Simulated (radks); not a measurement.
# In²⁺ in [Kr] 4d8 5s1 6s2: an all-electron calculation

The task here is to estimate one member of a computed series from the others.

Program: radks (a radial shooting solver on a logarithmic mesh, Libxc functionals) version 1. Level of theory: Dirac Kohn-Sham, SOGGA, spin-unpolarised, spherical densities, point nucleus; open shells are shared between the two j in proportion to 2j + 1. These are calculated values, not measurements, unless marked.

## Starting point

| Quantity | Value |
| --- | --- |
| element | indium (Z = 49) |
| charge | +2 |
| electrons | 47 |
| configuration | [Kr] 4d8 5s1 6s2 |

The outer shells:

In²⁺
```
[Kr] core
4d [↑↓][↑↓][↑↓][↑ ][↑ ]
5s [↑ ]
6s [↑↓]
```

Set-up of the first run:

Settings of this run:

```text
Z 49
configuration [Kr] 4d8 5s1 6s2
relativity Dirac
functional sogga,pbe
spin unpolarised
j_filling average
nucleus point
c 137.035999084
```

Steps of the session up to this table: Self-consistent calculation.

One table of the session follows, with a row left open; its other results are not shown here.

It belongs to the step «Shells». Radial moments (bohr):

```
level      <r>  outermost maximum (interpolated)  90 % within  nodes
1s1/2  0.02972                            0.0192       0.0534      0
2s1/2   0.1282                             0.109        0.199      1
2p1/2   0.1085                            0.0839        0.178      0
2p3/2   0.1138                            0.0883        0.185      0
3s1/2   0.3485                             0.316        0.513      2
3p1/2   0.3394                             0.302        0.511      1
3p3/2   0.3506                             0.312        0.527      1
3d3/2   0.3222                             0.256        0.509      0
3d5/2   0.3257                             0.259        0.514      0
4s1/2   0.8400                             0.767         1.21      3
4p1/2   0.8872                             0.795         1.30      2
4p3/2   0.9152                             0.819         1.34      2
4d3/2    1.082                             0.905         1.66      1
4d5/2        ?                                 ?            ?      ?
5s1/2    2.076                              1.87         2.99      4
6s1/2    4.451                              4.31         6.20      5
```

Q: Estimate the row for 4d5/2 from the others.

**Answer.** <r>: 1.094; outermost maximum (interpolated): 0.914; 90 % within: 1.67; nodes: 1. In the column «<r>» it lies between 4d3/2 (1.082) and 5s1/2 (2.076).
